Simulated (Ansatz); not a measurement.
# GaHO + H2: a complex and its separated parts

The complex below is one end of an elementary step. How strongly is it bound against its free parts?

Program: Ansatz 0.2.0, Gaussian basis. Level of theory: PBE0-D4/def2-TZVP structures, single points in def2-TZVPP, no counterpoise correction. These are calculated values, not measurements.

Levels: SPW92, PBE-D4, BLYP-D4, r2SCAN-D4, B97M-V, PBE0-D4, B3LYP-D4, r2SCAN0-D4, BHLYP-D4, CAM-B3LYP-D4, wB97X-V, wB97M-V, B2PLYP, PBE-QIDH, RPA on PBE, Hartree-Fock, MP2, CCSD, CCSD(T).

Cores are frozen in the correlated methods. Filled d shells of the heavier atoms are correlated. B3LYP uses VWN-RPA correlation. B2PLYP carries no dispersion term here.

41 further runs of the same task are left out: 1 that didn't finish, 40 set aside as unsound or not needed.

**1. Starting geometry**

The complex: 5 atoms, charge 0, spin multiplicity 1.

Atoms are counted from 1 here; the program's logs count them from 0.

Bond lengths: Ga1–O3 1.639 Å, Ga1–H5 1.523 Å, H2–H4 0.750 Å. Angles: O3–Ga1–H5 179.9°.

Geometry (Å):

```xyz
5
GaH3O
Ga    0.4980    0.4645    1.5874
H    -0.9275   -0.7260   -2.6539
O     0.5145   -0.2277    0.1015
H    -0.5699   -0.6177   -2.0037
H     0.4848    1.1069    2.9687
```

Its parts: GaHO holds atoms 1, 3, 5; H2 holds atoms 2, 4. Each part counts its atoms afresh in its own runs.

**2. Relaxing GaHO alone**

The input, relax-a/in.yaml:

```yaml
crystal:
  periodic: [false, false, false]
  atoms:
    - {symbol: Ga, position_ang: [0.498030, 0.464537, 1.587425]}
    - {symbol: O, position_ang: [0.514503, -0.227724, 0.101497]}
    - {symbol: H, position_ang: [0.484831, 1.106909, 2.968687]}
basis:
  gaussian: {orbitals: def2-TZVP}
hamiltonian: {xc: pbe0, dispersion: d4}
relax: {f_tol: 0.005, max_steps: 200}
```

On the command line:

```sh
$ ansatz run in.yaml --threads 2 --pin off --events-out ev --progress --plain --max-ram 4352MiB
```

After this run come: Relaxing H2 alone; SPW92/def2-TZVPP; PBE-D4/def2-TZVPP; BLYP-D4/def2-TZVPP; r2SCAN-D4/def2-TZVPP; B97M-V/def2-TZVPP; PBE0-D4/def2-TZVPP; B3LYP-D4/def2-TZVPP; r2SCAN0-D4/def2-TZVPP; BHLYP-D4/def2-TZVPP; CAM-B3LYP-D4/def2-TZVPP; wB97X-V/def2-TZVPP; wB97M-V/def2-TZVPP; B2PLYP/def2-TZVPP; PBE-QIDH/def2-TZVPP; RPA on PBE/def2-TZVPP; CCSD(T)/def2-TZVPP; Vibrations of GaHO; Vibrations of H2.

What does the calculation give? Wanted: complex less parts, CCSD(T)/def2-TZVPP; with zero-point energy; largest T1 diagnostic.

**Answer**, as computed:

```
                              quantity           value
complex less parts, CCSD(T)/def2-TZVPP  -1.17 kcal/mol
                with zero-point energy  +0.16 kcal/mol
                 largest T1 diagnostic           0.028
```

At CCSD(T) the complex lies 1.17 kcal/mol below its parts. The functionals run from PBE-QIDH, off by -0.03 kcal/mol, to SPW92, off by -1.19 kcal/mol, against CCSD(T). By rung, the mean size of the error is: LDA 1.19, GGA 0.17, meta-GGA 0.14, hybrid 0.24, range-separated hybrid 0.25, double hybrid 0.10 kcal/mol. PBE-D4 gives a relative energy 0.29 kcal/mol too low, an error of 25 % of the reference. No counterpoise was applied, and triple zeta lacks some correlation, so the CCSD(T) reference has a basis error of its own, and close matches with it are partly luck. The T1 diagnostic is large here, over the usual mark for main-group molecules (transition-metal compounds often pass it harmlessly), so CCSD(T) itself may be off.
